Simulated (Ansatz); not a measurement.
# CH₈BGaGe: one species, many methods

How much do the methods differ for CH₈BGaGe? The plan is to run it at one geometry with functionals of several rungs and with coupled cluster, and see how far each lands from CCSD(T) at the basis-set limit for the atomisation energy.

Method: functionals in def2-TZVPP, the program's frozen cores in correlated methods; program: Ansatz 0.2.0, Gaussian basis.

Levels to be run: LDA (SPW92), PBE-D4, revPBE-D4, BLYP-D4, r2SCAN-D4, B97M-V, PBE0-D4, B3LYP-D4, r2SCANh-D4, r2SCAN0-D4, HSE06-D4, BHLYP-D4, CAM-B3LYP-D4, LC-ωPBE, ωB97X-V, ωB97M-V, B2PLYP, PBE-QIDH; CCSD(T)/def2-SVP; CCSD(T)/def2-TZVPP; MP2/def2-QZVPP; extrapolation to the limit; RPA on PBE.

### 1 The relaxed structure

The geometry comes from an earlier relaxation with PBE0-D4 in a triple-zeta def2 set; it is a stationary point, not always the lowest conformer.

SMILES `[BH2][GaH][GeH2][CH3]`, 12 atoms, charge 0, spin multiplicity 1.

Atoms are counted from 1 here; the program's logs count them from 0.

Bond lengths: B1–Ga2 2.059 Å, B1–H5 1.199 Å, B1–H6 1.199 Å, Ga2–Ge3 2.461 Å, Ga2–H7 1.578 Å, Ge3–C4 1.964 Å, Ge3–H8 1.547 Å, Ge3–H9 1.548 Å, C4–H10 1.091 Å, C4–H11 1.091 Å, C4–H12 1.091 Å. Angles: Ga2–B1–H5 122.0°, Ga2–B1–H6 121.9°, H5–B1–H6 116.0°, B1–Ga2–Ge3 121.3°, B1–Ga2–H7 123.0°, Ge3–Ga2–H7 115.7°, Ga2–Ge3–C4 114.1°, Ga2–Ge3–H8 110.5°, Ga2–Ge3–H9 108.9°, C4–Ge3–H8 108.7°, C4–Ge3–H9 108.5°, H8–Ge3–H9 105.6°, Ge3–C4–H10 110.4°, Ge3–C4–H11 110.2°, Ge3–C4–H12 110.1°, H10–C4–H11 108.8°, H10–C4–H12 108.9°, H11–C4–H12 108.5°.

### 2 LDA

This LDA is Slater exchange with PW92 correlation.

in.yaml

```yaml
crystal:
  periodic: [false, false, false]
  atoms:
    - {symbol: B, position_ang: [-0.893483, 2.955488, 0.649904]}
    - {symbol: Ga, position_ang: [0.373846, 1.350295, 0.412806]}
    - {symbol: Ge, position_ang: [-0.446832, -0.813952, -0.422121]}
    - {symbol: C, position_ang: [0.874595, -2.263700, -0.329811]}
    - {symbol: H, position_ang: [-1.118719, 3.724721, -0.241297]}
    - {symbol: H, position_ang: [-1.488933, 3.147334, 1.672379]}
    - {symbol: H, position_ang: [1.917244, 1.418016, 0.736556]}
    - {symbol: H, position_ang: [-1.714392, -1.248585, 0.350638]}
    - {symbol: H, position_ang: [-0.892849, -0.647829, -1.895157]}
    - {symbol: H, position_ang: [0.454500, -3.186198, -0.732734]}
    - {symbol: H, position_ang: [1.173098, -2.436379, 0.704787]}
    - {symbol: H, position_ang: [1.761904, -1.999191, -0.905951]}
basis:
  gaussian: {orbitals: def2-TZVPP}
hamiltonian: {xc: lda}
output: {orbitals: {seedname: orbitals}}
```

Started as:

```bash
$ ansatz run in.yaml --threads 2 --pin off --events-out ev --progress --plain --max-ram 32768MiB --backend cpu
```

After this run come: PBE-D4 (GGA); revPBE-D4 (GGA); BLYP-D4 (GGA); r2SCAN-D4 (meta-GGA); B97M-V (meta-GGA); B3LYP-D4 (hybrid); r2SCANh-D4 (hybrid); r2SCAN0-D4 (hybrid); HSE06-D4 (hybrid); BHLYP-D4 (hybrid); CAM-B3LYP-D4 (range-separated); LC-ωPBE (range-separated); ωB97X-V (range-separated); ωB97M-V (range-separated); B2PLYP (double hybrid); PBE-QIDH (double hybrid); CCSD(T) in def2-SVP; CCSD(T) in def2-TZVPP; MP2 in def2-QZVPP; RPA on PBE orbitals.

Q: Predict the results of all the runs planned. Wanted: atomisation energy, CCSD(T)/CBS; farthest beyond LDA; mean size of error, GGA; mean size of error, meta-GGA; mean size of error, hybrid; mean size of error, range-separated; mean size of error, double hybrid; gap, smallest and largest; T1 diagnostic.

**Answer**, as computed:

```
                               quantity                                                                                                                              value
        atomisation energy, CCSD(T)/CBS                                                                                                                     861.2 kcal/mol
functionals within 8.6 kcal/mol (1.0 %)  PBE-D4, r2SCAN-D4, B97M-V, PBE0-D4, B3LYP-D4, r2SCANh-D4, r2SCAN0-D4, HSE06-D4, CAM-B3LYP-D4, LC-ωPBE, ωB97X-V, ωB97M-V, PBE-QIDH
                    farthest beyond LDA                                                                                                         revPBE-D4 (-18.1 kcal/mol)
                mean size of error, GGA                                                                                                                      11.4 kcal/mol
           mean size of error, meta-GGA                                                                                                                       5.1 kcal/mol
             mean size of error, hybrid                                                                                                                       4.9 kcal/mol
    mean size of error, range-separated                                                                                                                       3.3 kcal/mol
      mean size of error, double hybrid                                                                                                                       8.0 kcal/mol
              gap, smallest and largest                                                                                           2.66 eV (LDA (SPW92)), 9.46 eV (LC-ωPBE)
                          T1 diagnostic                                                                                                                             0.0126
triples share of the correlation energy                                                                                                                              3.6 %
```

LDA overbinds by 100.9 kcal/mol (12 %). PBE-D4 is off by -1.6 kcal/mol. Double hybrids carry the basis error of their MP2 part in triple zeta, and no dispersion term here, so their miss is partly the set-up's. The rungs range-separated, hybrid, meta-GGA, double hybrid miss on average by less than the doubt on the reference (8.6 kcal/mol), so they tie. The reference freezes the cores and leaves out relativity and excitations past (T), and its outer-core shells are covered unevenly, so misses under about 8.6 kcal/mol can't be ranked. Hartree-Fock recovers 76 % of the binding; the rest is correlation. CCSD(T) in def2-SVP is off by -44.4 kcal/mol, worse than the median functional, from the basis alone. Orbital gaps span 2.7 to 9.5 eV; exact exchange widens them. Correlated methods include outer-core shells of Ga, Ge, which these sets cover unevenly.
